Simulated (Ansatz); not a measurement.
# C₃H₅ClFIn: one species, many methods

One table from this session's results is given with a row withheld; the runs are named, their logs left out.

The runs use Ansatz 0.2.0, Gaussian basis; functionals in def2-TZVPP, the program's frozen cores in correlated methods.

The runs, in order: LDA (SPW92), PBE-D4, revPBE-D4, BLYP-D4, r2SCAN-D4, B97M-V, PBE0-D4, B3LYP-D4, r2SCANh-D4, r2SCAN0-D4, HSE06-D4, BHLYP-D4, CAM-B3LYP-D4, LC-ωPBE, ωB97X-V, ωB97M-V, B2PLYP, PBE-QIDH; CCSD(T)/def2-SVP.

## Structure used throughout

All runs share one geometry, relaxed beforehand with PBE0-D4 in a triple-zeta def2 set. In takes the def2 core potential; no spin-orbit term is included.

SMILES `C=C[CH2][In]([F])[Cl]`, 11 atoms, charge 0, spin multiplicity 1.

Atoms are counted from 1 here; the program's logs count them from 0.

Bond lengths: C1–C2 1.325 Å, C1–H7 1.084 Å, C1–H8 1.088 Å, C2–C3 1.492 Å, C2–H9 1.090 Å, C3–In4 2.139 Å, C3–H10 1.095 Å, C3–H11 1.095 Å, In4–F5 1.951 Å, In4–Cl6 2.318 Å. Angles: C2–C1–H7 120.7°, C2–C1–H8 122.7°, H7–C1–H8 116.6°, C1–C2–C3 127.4°, C1–C2–H9 118.3°, C3–C2–H9 114.3°, C2–C3–In4 115.2°, C2–C3–H10 111.5°, C2–C3–H11 111.5°, In4–C3–H10 106.2°, In4–C3–H11 106.2°, H10–C3–H11 105.7°, C3–In4–F5 124.2°, C3–In4–Cl6 127.4°, F5–In4–Cl6 108.4°.

Set-up of the first run:

Contents of in.yaml:

```yaml
crystal:
  periodic: [false, false, false]
  atoms:
    - {symbol: C, position_ang: [-1.292474, 0.147391, -1.140779]}
    - {symbol: C, position_ang: [-0.545424, -0.884571, -0.775677]}
    - {symbol: C, position_ang: [0.552969, -0.894802, 0.233396]}
    - {symbol: In, position_ang: [0.946978, 0.987713, 1.168320]}
    - {symbol: F, position_ang: [-0.031626, 2.630199, 0.780858]}
    - {symbol: Cl, position_ang: [2.554643, 1.454338, 2.772222]}
    - {symbol: H, position_ang: [-2.067202, 0.032461, -1.889709]}
    - {symbol: H, position_ang: [-1.168178, 1.141471, -0.716278]}
    - {symbol: H, position_ang: [-0.730881, -1.849735, -1.247880]}
    - {symbol: H, position_ang: [0.346169, -1.600899, 1.044182]}
    - {symbol: H, position_ang: [1.500427, -1.220564, -0.207954]}
basis:
  gaussian: {orbitals: def2-TZVPP}
hamiltonian: {xc: lda}
output: {orbitals: {seedname: orbitals}}
```

Steps of the session up to this table: LDA; PBE-D4 (GGA); revPBE-D4 (GGA); BLYP-D4 (GGA); r2SCAN-D4 (meta-GGA); B97M-V (meta-GGA); PBE0-D4 (hybrid); B3LYP-D4 (hybrid); r2SCANh-D4 (hybrid); r2SCAN0-D4 (hybrid); HSE06-D4 (hybrid); BHLYP-D4 (hybrid); CAM-B3LYP-D4 (range-separated); LC-ωPBE (range-separated); ωB97X-V (range-separated); ωB97M-V (range-separated); B2PLYP (double hybrid); PBE-QIDH (double hybrid).

One table of the session follows, with a row left open; its other results are not shown here.

It belongs to the step «Orbital energies across the functionals». 

```
  functional  HOMO (eV)  LUMO (eV)  gap (eV)
 LDA (SPW92)      -7.13      -2.80      4.33
      PBE-D4      -6.93      -2.49      4.44
   revPBE-D4      -6.86      -2.36      4.50
     BLYP-D4      -6.77      -2.46      4.31
   r2SCAN-D4      -7.15      -2.26      4.89
      B97M-V      -7.12      -2.38      4.74
     PBE0-D4      -8.07      -1.61      6.46
    B3LYP-D4      -7.84      -1.93      5.91
  r2SCANh-D4      -7.57      -1.94      5.63
  r2SCAN0-D4      -8.22      -1.47      6.75
    HSE06-D4          ?          ?         ?
    BHLYP-D4      -9.03      -0.77      8.26
CAM-B3LYP-D4      -9.40      -0.69      8.72
     LC-ωPBE     -10.81       0.57     11.38
     ωB97X-V     -10.41       0.41     10.82
     ωB97M-V     -10.32       0.10     10.42
```

**Question.** Estimate the row for HSE06-D4.

As computed: HOMO (eV): -7.66; LUMO (eV): -1.98; gap (eV): 5.69. In the column «HOMO (eV)» it lies between B3LYP-D4 (-7.84) and r2SCANh-D4 (-7.57).
